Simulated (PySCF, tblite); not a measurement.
# C3H13FO2Si3: geometry, infrared bands and NMR shifts

Wanted: the infrared bands and NMR shifts of C3H13FO2Si3 (`CC(C)O[Si@@H](O[SiH3])[SiH2]F`), by calculation.

Programs: tblite 0.8.0 and PySCF 2.14.0, with density-fitted response routines of our own. Each step states its level of theory. These are calculated values for one molecule in the gas phase, unless marked as measured. Atoms are numbered from 0 throughout.

## 1. The starting structure

22 atoms, charge 0, multiplicity 1; geometry from: force field or distance geometry start.

Bonds of the start (Å): C0–C1 1.51, C1–C2 1.52, C1–O3 1.43, O3–Si4 1.68, Si4–O5 1.66, O5–Si6 1.66, Si4–Si7 2.36, Si7–F8 1.61, C0–H9 1.10, C0–H10 1.10, C0–H11 1.10, C1–H12 1.12, C2–H13 1.10, C2–H14 1.10, C2–H15 1.08, Si4–H16 1.48, Si6–H17 1.49, Si6–H18 1.49, Si6–H19 1.48, Si7–H20 1.49, Si7–H21 1.49.

## 2. Geometry optimisation with GFN2-xTB

What the job is given:

```
{"job": {"kind": "relax", "xc": "GFN2-xTB", "basis": "xTB"}, "charge": 0, "multiplicity": 1}
C     -3.021100     0.503800     0.376600
C     -1.756800    -0.266900     0.067400
C     -1.960500    -1.225900    -1.093200
O     -0.742200     0.681200    -0.287200
Si     0.757200     0.601100     0.458000
O      1.409200    -0.902800     0.204500
Si     2.850400    -1.684300     0.460800
Si     2.160400     2.319500    -0.352200
F      3.603200     2.204100     0.342700
H     -3.335700     1.114500    -0.477500
H     -3.855800    -0.167400     0.636400
H     -2.871500     1.194900     1.213300
H     -1.488000    -0.851500     0.979600
H     -2.222500    -0.670800    -2.010000
H     -2.771800    -1.930500    -0.881300
H     -1.056300    -1.779800    -1.303400
H      0.553300     0.785000     1.914200
H      2.683500    -3.132000     0.149600
H      3.249600    -1.526700     1.888800
H      3.889300    -1.101200    -0.414400
H      1.577800     3.661400    -0.045600
H      2.337900     2.193800    -1.827900
```

Command:

```sh
$ OMP_NUM_THREADS=1 python probes_run.py task.json out
```

One launch serves the whole session: the jobs run in the order shown.

**Question.** This job is followed by: GFN2-xTB harmonic vibrations, gas phase; GIAO PBE0/pcSseg-1 NMR shielding, non-relativistic, gas phase. Predict these results of the whole session: strongest single infrared mode (GFN2-xTB); zero-point energy (GFN2-xTB); 13C shifts against TMS (PBE0/pcSseg-1); 1H shifts against TMS (PBE0/pcSseg-1, means over atoms taken as alike); 17O shifts against H2O (PBE0/pcSseg-1); 29Si shifts against TMS (PBE0/pcSseg-1); 19F shifts against CFCl3 (PBE0/pcSseg-1).

The runs gave:

| quantity | value |
| --- | --- |
| strongest single infrared mode (GFN2-xTB) | 1085 cm⁻¹, 575 km/mol |
| zero-point energy (GFN2-xTB) | 96.1 kcal/mol |
| 13C shifts against TMS (PBE0/pcSseg-1) | 69.7, 28.6, 27.3 ppm |
| 1H shifts against TMS (PBE0/pcSseg-1, means over atoms taken as alike) | 5.56, 5.48, 5.28, 5.26, 4.16, 1.34, 1.22 ppm |
| 17O shifts against H2O (PBE0/pcSseg-1) | 103.4, 46.2 ppm |
| 29Si shifts against TMS (PBE0/pcSseg-1) | -5.1, -31.5, -44.8 ppm |
| 19F shifts against CFCl3 (PBE0/pcSseg-1) | -269.7 ppm |

What this shows: The optimisation took 161 steps and gained 0.471 eV; among the close pairs (by a distance rule), Si4–Si7 changed most, from 2.362 to 2.274 Å. The lowest mode is imaginary (37i cm⁻¹), so the xTB geometry is not a minimum. The strongest single mode, at 1085 cm⁻¹, moves mainly O5. Unscaled tight-binding wavenumbers are off by several per cent, some by more. Its intensities can rank the bands wrongly. At PBE0/pcSseg-1: Shielding is most anisotropic at Si7 (span 169 ppm, paramagnetic term -523 ppm).
